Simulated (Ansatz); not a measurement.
CaGa2, space group P6/mmm, a comparison of norm-conserving and PAW potentials

With Ansatz 0.2.0 through its Python package.

The cells in order, each with its output:

**Cell 1**
```python
import ansatz as az
import numpy as np
from pymatgen.core import Lattice, Structure
from pymatgen.io.ase import AseAtomsAdaptor


def count_gap(report):
    # lowest empty less highest filled band, counting bands; zero where they overlap
    return max(report.get("gap_by_band_count_ev") or 0.0, 0.0)

pmg_structure = Structure(
    Lattice([(4.23886, 0.0, 0.0), (-2.11943, 3.67096, 0.0), (0.0, 0.0, 4.41641)]),
    ["Ca", "Ga", "Ga"],
    [
        (0.0, 0.0, 0.0),
        (1 / 3, 2 / 3, 0.5),
        (2 / 3, 1 / 3, 0.5),
    ],
)
cell = az.Crystal.from_ase(AseAtomsAdaptor.get_atoms(pmg_structure))
```

**Cell 2**
```python
cell.resolved().tree()["lattice"]
```
Output:
```text
((4.23886, 0.0, 0.0), (-2.11943, 3.67096, 0.0), (0.0, 0.0, 4.41641))
```

**Cell 3**
```python
calc = (
    cell.calculation()
    .functional("pbesol", dispersion="D4")
    .kpoints(6, 6, 5)
    .occupations("cold", width=0.05)
    .stress()
    .forces()
    .band_table()
)
variants = {
    "PAW": calc.pseudopotentials("paw"),
    "norm-conserving": calc.pseudopotentials("nc"),
}
# totals differ by the cores that each treatment holds, so compare what does not depend on them
rows = []
for label, variant in variants.items():
    data = variant.run(threads=1, pin="off").report
    levels = np.array(data["eigenvalues_ev"][0]) - data["fermi_energy_ev"]
    print(label, "levels at the first k-point near E_F:", np.round(levels[np.abs(levels) < 5], 3))
    rows.append((label, data["n_electrons"], np.trace(data["stress_gpa"]) / 3, float(np.abs(data["forces_ev_ang"]).max()), count_gap(data)))
lines = [",".join(["treatment", "electrons in bands", "P GPa", "max force component eV/A", "gap by band count eV"])] + [",".join(f"{v:.4f}" if isinstance(v, float) else str(v) for v in row) for row in rows]
print("\n".join(lines))
with open("nc_paw.csv", "w") as handle:
    handle.write("\n".join(lines) + "\n")
```
Output:
```text
DeckWarning: basis.ecutwfc = 420 eV, auto-derived from the records' recommended cutoffs: set by Ca (normal level)
PAW levels at the first k-point near E_F: [-0.524  0.14   0.14   0.798  1.442  3.833  3.833]
DeckWarning: basis.ecutwfc = 1088.45545 eV, auto-derived from the records' recommended cutoffs: set by Ga (normal level)
norm-conserving levels at the first k-point near E_F: [-0.518  0.142  0.142  0.801  1.442  3.833  3.833]
treatment,electrons in bands,P GPa,max force component eV/A,gap by band count eV
PAW,36.0000,-2.3591,0.0000,0.0000
norm-conserving,36.0000,-2.2876,0.0000,0.0000
```

PAW gives -2.359 GPa and norm-conserving -2.288 GPa, 0.07 GPa apart. They took 1.1 and 2.7 s of processor time.

Reading the output:
- The computed bands are complete only to about 2.8 eV above the Fermi level.
- Dispersion corrections can be off by several per cent in the lattices of metals, and by several GPa in the pressure at a fixed cell.
- For a metal this k-point mesh is coarse: on a finer one energies can move by several to tens of meV an atom and pressures by half a GPa or more, differences at one mesh by less.
- A gap by band count of zero or less means overlapping bands, a metal.
- The structure comes from a database of computed cells and needn't be a stable or known phase.
- Levels are Kohn-Sham eigenvalues on this mesh, without spin-orbit coupling.
- Warnings are shown shortened and without file and line.
- Stress is positive in compression.
- It ran for 4.5 s on 1 thread of Intel(R) Xeon(R) 6975P-C (Granite Rapids), with other jobs on the host, peak memory 0.6 GiB.

(A comment or docstring line of the script was reworded after the run, the code is as it ran; lines on the test bed's own set-up are left out of the output.)
